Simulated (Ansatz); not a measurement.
Molecular dynamics of HW8C8

Input:

```yaml
crystal:
  lattice:
    - [5.7958, 0.0, 0.0]
    - [0.0, 5.6578, 0.0]
    - [0.0, 0.0, 17.182758]
  atoms:
    - { symbol: W, position: [0.0, 0.0, 0.0581979] }
    - { symbol: C, position: [0.00113263, 0.26485913, 0.15714681] }
    - { symbol: W, position: [0.25010542, 0.00766276, 0.20296713] }
    - { symbol: C, position: [0.39943374, 0.30892992, 0.29430931] }
    - { symbol: W, position: [0.0, 0.5, 0.0581979] }
    - { symbol: C, position: [0.00911987, 0.73326995, 0.15171825] }
    - { symbol: W, position: [0.26975306, 0.50540719, 0.19896465] }
    - { symbol: C, position: [0.03421347, 0.7427367, 0.26427302] }
    - { symbol: W, position: [0.5, 0.0, 0.0581979] }
    - { symbol: C, position: [0.49228519, 0.25587779, 0.14302221] }
    - { symbol: W, position: [0.75332925, -0.01365038, 0.19965084] }
    - { symbol: C, position: [0.58014353, 0.17547527, 0.27940499] }
    - { symbol: W, position: [0.5, 0.5, 0.0581979] }
    - { symbol: C, position: [0.48891291, 0.75906605, 0.15347621] }
    - { symbol: W, position: [0.74370035, 0.48140469, 0.20272863] }
    - { symbol: C, position: [0.80140135, 0.72457898, 0.29542216] }
    - { symbol: H, position: [-0.24560765, 0.73295626, 0.35527468] }
basis:
  ecutwfc: 420.0
kpoints:
  mp_grid: { grid: [2, 2, 1] }
hamiltonian:
  xc: pbe
  pseudopotentials: { kind: paw, azcp: { folder: soft_1 } }
scf:
  occupations: { method: fermi_dirac, width: 0.05 }
  lower_state_search: "off"
md:
  timestep: 0.75
  n_steps: 300
  ensemble: nve
  temperature: 1400.0
  initial_velocities: maxwell_boltzmann
  seed: 297681
  constraints: [{ sites: [0, 4, 8, 12] }]
```

Run as:

```bash
$ ansatz run input.yaml --threads 2 --pin off --max-ram 5120MiB --backend cpu --events-out ev --progress --plain --runs-dir out
```

It goes on from the last frame of an earlier run, with new velocities.

Output, in part (step lines):

```
md step     0: t =     0.00 fs  T =  1400.0 K  F+E_penalty+E_count = -85093.86620639 eV  E_kin = 2.352532 eV  conserved = -85091.51367441 eV  (13 SCF iters)
md step     1: t =     0.75 fs  T =  1372.6 K  F+E_penalty+E_count = -85093.81801610 eV  E_kin = 2.306567 eV  conserved = -85091.51144922 eV  (8 SCF iters)
md step     2: t =     1.50 fs  T =  1339.7 K  F+E_penalty+E_count = -85093.76021010 eV  E_kin = 2.251280 eV  conserved = -85091.50893025 eV  (8 SCF iters)
md step     3: t =     2.25 fs  T =  1321.0 K  F+E_penalty+E_count = -85093.72917656 eV  E_kin = 2.219742 eV  conserved = -85091.50943416 eV  (8 SCF iters)
md step     4: t =     3.00 fs  T =  1312.7 K  F+E_penalty+E_count = -85093.71816751 eV  E_kin = 2.205857 eV  conserved = -85091.51231023 eV  (8 SCF iters)
md step     5: t =     3.75 fs  T =  1292.7 K  F+E_penalty+E_count = -85093.68616922 eV  E_kin = 2.172215 eV  conserved = -85091.51395432 eV  (5 SCF iters)
md step     6: t =     4.50 fs  T =  1246.5 K  F+E_penalty+E_count = -85093.60771558 eV  E_kin = 2.094650 eV  conserved = -85091.51306607 eV  (4 SCF iters)
md step     7: t =     5.25 fs  T =  1180.4 K  F+E_penalty+E_count = -85093.49431601 eV  E_kin = 1.983448 eV  conserved = -85091.51086772 eV  (4 SCF iters)
[... lines left out ...]
md step   300: t =   225.00 fs  T =   907.8 K  F+E_penalty+E_count = -85093.03788230 eV  E_kin = 1.525408 eV  conserved = -85091.51247459 eV  (9 SCF iters)
```

The steps, from the saved trajectory:

| time (fs) | T (K) | potential energy less start (eV) | conserved less start (meV/atom) |
| --- | --- | --- | --- |
| 0 | 1400 | 0.000 | 0.00 |
| 7.5 | 1042 | 0.608 | 0.36 |
| 15 | 1247 | 0.257 | 0.03 |
| 22.5 | 1176 | 0.381 | 0.32 |
| 30 | 994 | 0.686 | 0.15 |
| 37.5 | 806 | 1.002 | 0.20 |
| 45 | 679 | 1.216 | 0.28 |
| 52.5 | 660 | 1.244 | 0.04 |
| 60 | 654 | 1.259 | 0.33 |
| 67.5 | 728 | 1.130 | 0.02 |
| 75 | 561 | 1.413 | 0.18 |
| 82.5 | 858 | 0.914 | 0.23 |
| 90 | 1201 | 0.336 | 0.05 |
| 97.5 | 1153 | 0.422 | 0.35 |
| 105 | 1081 | 0.538 | 0.15 |
| 112.5 | 990 | 0.694 | 0.25 |
| 120 | 1066 | 0.564 | 0.18 |
| 127.5 | 1064 | 0.566 | 0.04 |
| 135 | 883 | 0.873 | 0.29 |
| 142.5 | 739 | 1.112 | 0.07 |
| 150 | 806 | 1.000 | 0.16 |
| 157.5 | 800 | 1.013 | 0.28 |
| 165 | 978 | 0.711 | 0.08 |
| 172.5 | 847 | 0.935 | 0.38 |
| 180 | 1020 | 0.641 | 0.18 |
| 187.5 | 1111 | 0.490 | 0.19 |
| 195 | 1024 | 0.637 | 0.31 |
| 202.5 | 970 | 0.724 | 0.07 |
| 210 | 1010 | 0.660 | 0.29 |
| 217.5 | 1183 | 0.366 | 0.08 |
| 225 | 908 | 0.828 | 0.07 |

The run went to its last step. The conserved energy stayed within 0.42 meV per atom of its start (net change 0.071 meV per atom), so the integration is sound. A run of 0.23 ps of so small a system gives no equilibrium averages. Limits of this set-up: coarse k mesh, thin slab, slab without dipole correction, odd electron count without spin.

Mean squared displacements from the first frame to the last: W 0.03 Å², C 0.08 Å², H 0.18 Å².

Last frame:

```xyz
17
Lattice="5.7958 0.0000 0.0000 0.0000 5.6578 0.0000 0.0000 0.0000 17.1828" Properties=species:S:1:pos:R:3
W 0.000 0.000 1.000
C -0.150 1.540 2.693
W 1.408 0.173 3.622
C 2.204 1.948 5.099
W 0.000 2.829 1.000
C -0.291 4.263 2.507
W 1.246 2.947 3.549
C 0.065 4.727 4.737
W 2.898 0.000 1.000
C 2.923 1.454 2.475
W 4.231 0.016 3.505
C 3.238 1.127 4.917
W 2.898 2.829 1.000
C 2.769 4.234 2.754
W 4.409 2.804 3.576
C 4.721 4.121 5.146
H -1.543 4.545 6.027
```

The run took 22 min on 2 threads of Arm Neoverse V1, on a shared host, peak memory 1.1 GiB.
